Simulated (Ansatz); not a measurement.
# GeH4O (SMILES [OH][GeH3]): one structure at several levels

The task here is to estimate one member of a computed series from the others.

Method: single points in def2-TZVPP; program: Ansatz 0.2.0, Gaussian basis.

Correlated methods freeze the cores. Filled d shells of the heavier atoms are correlated.

**Starting geometry**

6 atoms, charge 0, spin multiplicity 1.

Atoms are counted from 1 here; the program's logs count them from 0.

Bond lengths: O1–Ge2 1.892 Å, O1–H3 0.916 Å, Ge2–H4 1.581 Å, Ge2–H5 1.564 Å, Ge2–H6 1.612 Å. Angles: Ge2–O1–H3 119.6°, O1–Ge2–H4 106.0°, O1–Ge2–H5 108.9°, O1–Ge2–H6 108.3°, H4–Ge2–H5 109.0°, H4–Ge2–H6 113.3°, H5–Ge2–H6 111.2°.

Geometry (Å):

```mol
GeH4O
  3D, bonds by distance, orders not assigned

  6  5  0  0  0  0  0  0  0  0999 V2000
    0.4744   -1.2596    0.4992 O   0  0
   -0.2737    0.3191   -0.2263 Ge  0  0
    1.1972   -1.2026    1.0587 H   0  0
   -1.5748   -0.1317   -1.0035 H   0  0
    0.7390    0.9374   -1.2448 H   0  0
   -0.5770    1.3390    0.9852 H   0  0
  1  2  8  0
  1  3  8  0
  2  4  8  0
  2  5  8  0
  2  6  8  0
M  END
```

The first run:

Input file run/in.yaml:

```yaml
crystal:
  periodic: [false, false, false]
  atoms:
    - {symbol: O, position_ang: [0.474400, -1.259600, 0.499200]}
    - {symbol: Ge, position_ang: [-0.273700, 0.319100, -0.226300]}
    - {symbol: H, position_ang: [1.197200, -1.202600, 1.058700]}
    - {symbol: H, position_ang: [-1.574800, -0.131700, -1.003500]}
    - {symbol: H, position_ang: [0.739000, 0.937400, -1.244800]}
    - {symbol: H, position_ang: [-0.577000, 1.339000, 0.985200]}
basis:
  gaussian: {orbitals: def2-TZVPP}
correlation: {method: ccsd_t}
output: {forces: true}
```

No record of the launch command was kept for these runs.

Among the steps run: CCSD(T)/def2-TZVPP; PBE0-D4/def2-TZVPP; wB97M-V/def2-TZVPP; r2SCAN-D4/def2-TZVPP; PBE-D4/def2-TZVPP; HSE06-D4/def2-TZVPP; B97M-V/def2-TZVPP.

One of the session's tables, all rows but one given; the rest of the session is left out.

| method | RMS force component (eV/Å) | angle to CCSD(T) forces (°) | dipole (D) |
| --- | --- | --- | --- |
| CCSD(T) | 1.305 | reference | 1.56 |
| PBE0-D4 | 1.276 | 2.2 | 1.56 |
| wB97M-V | 1.286 | 1.5 | 1.59 |
| r2SCAN-D4 | ? | ? | ? |
| PBE-D4 | 1.340 | 9.6 | 1.42 |
| HSE06-D4 | 1.278 | 2.3 | 1.55 |
| B97M-V | 1.252 | 3.2 | 1.40 |

Q: Estimate the row for r2SCAN-D4 from the others.

As computed: RMS force component (eV/Å): 1.302; angle to CCSD(T) forces (°): 1.7; dipole (D): 1.49. In the column «RMS force component (eV/Å)» it lies between wB97M-V (1.286) and CCSD(T) (1.305).
